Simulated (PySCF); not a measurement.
# C3H3F3S2: a tour of settings

Which settings matter for C3H3F3S2 (`CC(=S)SC(F)(F)F`)?

The runs use PySCF 2.14.0, with density-fitted response routines of our own; the level of theory stands in each step. All values are computed, except where a source is named. Atoms are numbered from 0 throughout.

## 1. Starting geometry

11 atoms, charge 0, multiplicity 1; geometry from: GFN2-xTB.

Bonds of the start (Å): C0–C1 1.49, C1–S2 1.61, C1–S3 1.78, S3–C4 1.84, C4–F5 1.33, C4–F6 1.33, C4–F7 1.33, C0–H8 1.09, C0–H9 1.09, C0–H10 1.09.

## 2. Shielding tensors: PBE0/pcSseg-1

Job settings and geometry (Å):

```
{"job": {"kind": "nmr", "xc": "PBE0", "basis": "pcSseg-1"}, "charge": 0, "multiplicity": 1}
C     -2.056094     0.276608    -0.078536
C     -0.672271    -0.251457    -0.201281
S     -0.277063    -1.607602    -0.983506
S      0.492483     0.824271     0.602860
C      2.110507     0.017648     0.261480
F      2.183501    -1.205329     0.766502
F      3.059213     0.750646     0.837020
F      2.378574    -0.045060    -1.035363
H     -2.176137     0.865415     0.828962
H     -2.269200     0.922963    -0.931887
H     -2.768087    -0.545433    -0.092214
```

With the program's defaults for keys left out, this is: GIAO PBE0/pcSseg-1 NMR shielding, non-relativistic, gas phase.

Run with:

```console
$ OMP_NUM_THREADS=1 python probes_run.py task.json out
```

One launch serves the whole session: the jobs run in the order shown.

The program printed:

```text
coarse grid: 11624 points
cycle   1  E = -1211.0072349273  dE =  1.337e+00  |g| = 9.550e-01  |ddm| = 3.237e+00
cycle   2  E = -1210.7008151024  dE =  3.064e-01  |g| = 1.621e+00  |ddm| = 1.773e+00
cycle   3  E = -1211.1738678864  dE = -4.731e-01  |g| = 1.915e-01  |ddm| = 1.357e+00
cycle   4  E = -1211.1811584133  dE = -7.291e-03  |g| = 1.034e-01  |ddm| = 3.282e-01
cycle   5  E = -1211.1840876103  dE = -2.929e-03  |g| = 1.870e-02  |ddm| = 1.270e-01
cycle   6  E = -1211.1841630341  dE = -7.542e-05  |g| = 4.664e-03  |ddm| = 2.101e-02
cycle   7  E = -1211.1841679164  dE = -4.882e-06  |g| = 1.533e-03  |ddm| = 6.805e-03
final grid: 108048 points
cycle   8  E = -1211.2543490168  dE = -3.036e-05  |g| = 9.696e-03  |ddm| = 2.354e-02
cycle   9  E = -1211.2542960059  dE =  5.301e-05  |g| = 1.720e-02  |ddm| = 2.500e-02
cycle  10  E = -1211.2543692684  dE = -7.326e-05  |g| = 2.726e-03  |ddm| = 1.930e-02
cycle  11  E = -1211.2543712580  dE = -1.990e-06  |g| = 3.080e-04  |ddm| = 3.189e-03
cycle  12  E = -1211.2543712737  dE = -1.567e-08  |g| = 1.313e-04  |ddm| = 3.402e-04
cycle  13  E = -1211.2543712765  dE = -2.844e-09  |g| = 3.395e-05  |ddm| = 1.137e-04
cycle  14  E = -1211.2543712768  dE = -2.692e-10  |g| = 5.305e-06  |ddm| = 3.680e-05
converged SCF energy = -1211.2543712768

GIAO shielding tensors (ppm)
atom      isotropic    diamagn.    paramagn.     s11        s22        s33       span
  0 C      147.111     247.115    -100.004    120.999    133.935    186.400     65.402
  1 C      -53.846     262.392    -316.238   -222.613    -46.243    107.317    329.930
  2 S     -396.099    1057.638   -1453.737  -1497.541   -299.039    608.281   2105.822
  3 S       91.801    1055.990    -964.189   -308.456    184.242    399.617    708.072
  4 C       48.126     245.229    -197.103     41.433     50.508     52.437     11.004
  5 F      229.856     473.495    -243.638    159.675    200.498    329.397    169.722
  6 F      230.120     469.405    -239.284    169.849    193.540    326.972    157.123
  7 F      229.216     473.562    -244.345    160.640    199.346    327.664    167.024
  8 H       28.720      28.809      -0.090     24.583     28.975     32.602      8.019
  9 H       28.692      27.687       1.005     25.941     26.643     33.493      7.552
 10 H       28.616      28.204       0.411     24.906     27.714     33.227      8.321
```

Wall time 35 s (1 thread of Arm Neoverse N1, shared host); peak memory 0.78 GiB.

The references, computed at this level on geometries of the same kind, shield at (ppm): ¹H TMS 31.72, ¹³C TMS 186.9, ¹⁹F CFCl3 170.9, ³³S CS2 504. Their shielding less the atom's gives the shift. The references are single molecules in the gas phase, so shifts against H2O, NH3, PH3, H3PO4 or CFCl3 are not on the usual liquid scales and can be off by tens of ppm. Atoms listed in one row are averaged.

| atoms | environment | σ (ppm) | δ (ppm) | δ scaled to CDCl3 |
| --- | --- | --- | --- | --- |
| C1 | thiocarbonyl carbon | -53.8 | 240.8 | 224.3 |
| C4 | CF3 carbon | 48.1 | 138.8 | 129.1 |
| C0 | methyl carbon | 147.1 | 39.8 | 36.9 |
| H8, H9, H10 | hydrogen on a methyl carbon | 28.68 | 3.04 | 2.97 |
| S2 | thione sulfur | -396 | 900 | – |
| S3 | sulfide sulfur | 92 | 412 | – |
| F5, F6, F7 | fluorine of an SCF3 group | 229.7 | -58.8 | – |

The scaled column applies a straight-line fit of computed shieldings to shifts measured in CDCl3, with any fitted terms for Cl, Br or S neighbours; 19F shifts take a fit of their own (root-mean-square error 0.16 ppm for H, 1.9 ppm for C).

The run also stored atomic charges by several schemes (e):

| atoms | Mulliken | IAO | Hirshfeld | ESP fit |
| --- | --- | --- | --- | --- |
| C0 | -0.15 | -0.44 | -0.12 | -0.55 |
| C1 | -0.48 | -0.16 | 0.02 | 0.18 |
| S2 | 0.02 | -0.05 | -0.11 | -0.15 |
| S3 | 0.18 | 0.18 | 0.04 | -0.12 |
| C4 | 0.68 | 0.72 | 0.25 | 0.45 |
| F5, F6, F7 | -0.23 | -0.26 | -0.08 | -0.13 |

Mayer bond orders: C0–C1 0.98, C1–S2 1.85, C1–S3 1.00, S3–C4 0.97, C4–F5 1.02, C4–F6 1.01, C4–F7 1.02.

## 3. TDDFT and polarisability: PBE0/def2-SVPD

Settings changed since step 2:

```diff
@@ -1,2 +1,2 @@
-{"job": {"kind": "nmr", "xc": "PBE0", "basis": "pcSseg-1"}, "charge": 0, "multiplicity": 1}
+{"job": {"kind": "uv", "xc": "PBE0", "basis": "def2-SVPD", "nstates": 6, "ntriplets": 2}, "charge": 0, "multiplicity": 1}
 C     -2.056094     0.276608    -0.078536
```

With the program's defaults for keys left out, this is: TDDFT PBE0/def2-SVPD, vertical, gas phase, core orbitals frozen in the response.

The program printed:

```text
coarse grid: 11624 points
cycle   1  E = -1210.5068138514  dE =  1.281e+00  |g| = 9.005e-01  |ddm| = 4.683e+00
cycle   2  E = -1210.2228622252  dE =  2.840e-01  |g| = 1.517e+00  |ddm| = 2.408e+00
cycle   3  E = -1210.6628368777  dE = -4.400e-01  |g| = 1.825e-01  |ddm| = 1.697e+00
cycle   4  E = -1210.6702680855  dE = -7.431e-03  |g| = 9.041e-02  |ddm| = 3.599e-01
cycle   5  E = -1210.6725431015  dE = -2.275e-03  |g| = 1.893e-02  |ddm| = 1.379e-01
cycle   6  E = -1210.6726280326  dE = -8.493e-05  |g| = 4.499e-03  |ddm| = 3.192e-02
cycle   7  E = -1210.6726333796  dE = -5.347e-06  |g| = 1.226e-03  |ddm| = 8.311e-03
final grid: 108048 points
cycle   8  E = -1210.7977372157  dE = -2.198e-05  |g| = 9.939e-03  |ddm| = 7.178e-02
cycle   9  E = -1210.7976787002  dE =  5.852e-05  |g| = 1.770e-02  |ddm| = 3.264e-02
cycle  10  E = -1210.7977598300  dE = -8.113e-05  |g| = 2.813e-03  |ddm| = 2.363e-02
cycle  11  E = -1210.7977620501  dE = -2.220e-06  |g| = 3.093e-04  |ddm| = 4.239e-03
cycle  12  E = -1210.7977620685  dE = -1.844e-08  |g| = 1.075e-04  |ddm| = 5.296e-04
cycle  13  E = -1210.7977620708  dE = -2.300e-09  |g| = 3.152e-05  |ddm| = 1.835e-04
cycle  14  E = -1210.7977620711  dE = -2.424e-10  |g| = 5.892e-06  |ddm| = 5.633e-05
converged SCF energy = -1210.7977620711

Static polarisability (au): isotropic 82.558, principal 58.674 87.851 101.151

Singlet excitations
state   eV       nm        f      main configurations
  1   2.6717    464.1   0.00001   H->L 1.00
  2   4.6227    268.2   0.08208   H-1->L 0.76, H->L+1 0.20
  3   5.3728    230.8   0.11779   H->L+1 0.78, H-1->L 0.17
  4   5.7165    216.9   0.00038   H-1->L+1 0.97
  5   6.2257    199.1   0.08532   H->L+2 0.93
  6   6.3529    195.2   0.00115   H-3->L 0.95

Triplet excitations (Tamm-Dancoff, eV): 2.2266 2.9597
```

It took 50 s on 1 thread of Arm Neoverse N1, shared host; peak memory 0.87 GiB.

The orbitals next to the gap, with their largest atomic shares:

| orbital | eV | atoms |
| --- | --- | --- |
| HOMO−3 | -10.37 | S3 39 %, S2 22 %, C1 12 % |
| HOMO−2 | -9.81 | S3 30 %, C1 24 %, S2 17 % |
| HOMO−1 | -7.86 | S3 39 %, S2 35 %, C1 18 % |
| HOMO | -6.90 | S2 72 %, C1 11 %, S3 8 % |
| LUMO | -2.49 | C1 38 %, S2 38 %, S3 12 % |
| LUMO+1 | -0.56 | S3 50 %, C4 15 %, C1 8 % |
| LUMO+2 | 0.34 | S3 34 %, S2 17 %, C0 12 % |

With each of the 6 states as a Gaussian band of 0.4 eV half-width at 1/e, the curve within the window shown has maxima at 265 nm (ε 3,500), 231 nm (ε 4,900), 199 nm (ε 3,600) L/(mol cm). Beyond the last state computed it falls off for lack of states. The curve at chosen wavelengths:

(nm, ε (L/mol/cm)): (186, 1131), (202, 3426), (219, 3393), (235, 4714), (252, 3235), (268, 3461), (285, 2058), (301, 660), (318, 121), (334, 18), (351, 2), (367, 0), (384, 0), (400, 0), (417, 0), (433, 0), (450, 0), (466, 0), (483, 0), (499, 0), (516, 0), (532, 0), (549, 0), (565, 0), (582, 0), (598, 0)

Further results of this job:

| property | computed |
| --- | --- |
| dipole moment (D) | 2.77 |
| polarisability (Å³) | 12.23 |
| HOMO–LUMO gap (eV) | 4.41 |
| −ε(HOMO) (eV) | 6.90 |

(Part 1 of 2 ends here.)
